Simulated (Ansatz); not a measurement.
# AsH3+ (doublet): the correlation ladder at a displaced geometry (v1), cc-pVTZ

The task here is to estimate one member of a computed series from the others.

Computed with Ansatz 0.2.0, Gaussian basis. Level: cc-pVTZ, core rule «outside noble gas», up to 14 orbitals frozen.

Plan: UHF; CCSD(T) on ROHF; CCSD(T) on UHF; BCCD(T) on ROHF; CCSDT(Q) on ROHF; CCSDT(Q) on UHF; CASSCF and MRCISD+Q, 7 electrons in 7 orbitals; CASSCF and NEVPT2, 7 electrons in 7 orbitals.

11 further runs of the same task are left out: 5 that didn't finish, 6 set aside as unsound or not needed. Runs told in other sessions of the task aren't counted.

## The system

The geometry is a PBE0/def2-TZVP stationary point (not a proven minimum) with its atoms shifted at random (size 0.040 Å). No spin-orbit coupling is included. The filled d shell of As may be among the frozen orbitals whatever the setting's name suggests.

4 atoms, charge 1, spin multiplicity 2.

Atoms are counted from 1 here; the program's logs count them from 0.

Bond lengths: As1–H2 1.493 Å, As1–H3 1.497 Å, As1–H4 1.534 Å. Angles: H2–As1–H3 112.0°, H2–As1–H4 114.0°, H3–As1–H4 114.8°.

Geometry (Å):

```
As    0.00017   -0.00011   -0.01504
H     1.43545   -0.00249    0.39593
H    -0.68446    1.28161    0.34508
H    -0.76400   -1.27105    0.37699
```

Set-up of the first run:

File in.yaml:

```yaml
crystal:
  periodic: [false, false, false]
  atoms:
    - {symbol: As, position_ang: [0.000175, -0.000109, -0.015041]}
    - {symbol: H, position_ang: [1.435454, -0.002488, 0.395928]}
    - {symbol: H, position_ang: [-0.684462, 1.281611, 0.345077]}
    - {symbol: H, position_ang: [-0.763996, -1.271049, 0.376987]}
basis:
  gaussian: {orbitals: cc-pVTZ}
total_charge: 1
magnetization: {spin_polarized: true, initial_magnetization: 1}
hamiltonian: {xc: hf}
output: {orbitals: {seedname: orbitals}}
```

The run is started by

```
$ ansatz run in.yaml --threads 1 --pin off --events-out ev --progress --plain --max-ram 2393MiB
```

Among the steps run: UHF; CCSD(T) on ROHF; CCSD(T) on UHF; BCCD(T) on ROHF; CCSDT(Q) on ROHF; CCSDT(Q) on UHF; CASSCF and MRCISD+Q, 7 electrons in 7 orbitals; CASSCF and NEVPT2, 7 electrons in 7 orbitals.

One of the session's tables, all rows but one given; the rest of the session is left out.

It belongs to the step «Misses and costs». 

```
          method  from UCCSDT(Q) (kcal/mol)
            ROHF                     +96.52
             UHF                     +94.85
            RMP2                     +18.93
            UMP2                     +18.78
           RCCSD                      +3.03
           UCCSD                      +2.89
        RCCSD(T)                      +0.62
        UCCSD(T)                      +0.51
         BCCD(T)                          ?
          RCCSDT                      +0.17
          UCCSDT                      +0.06
       RCCSDT(Q)                      +0.11
       UCCSDT(Q)                          0
  CASSCF valence                     +64.75
  NEVPT2 valence                     +16.61
  MRCISD valence                      +3.43
MRCISD+Q valence                      +0.67
```

Q: Estimate the row for BCCD(T) from the others.

**Answer.** from UCCSDT(Q) (kcal/mol): +0.61. In the column «from UCCSDT(Q) (kcal/mol)» it lies between UCCSD(T) (+0.51) and RCCSD(T) (+0.62).

To keep in mind: Restricted and unrestricted rows rest on different reference determinants; a gap between their highest levels can come from leftover correlation error, from unlike frozen cores or from another state.
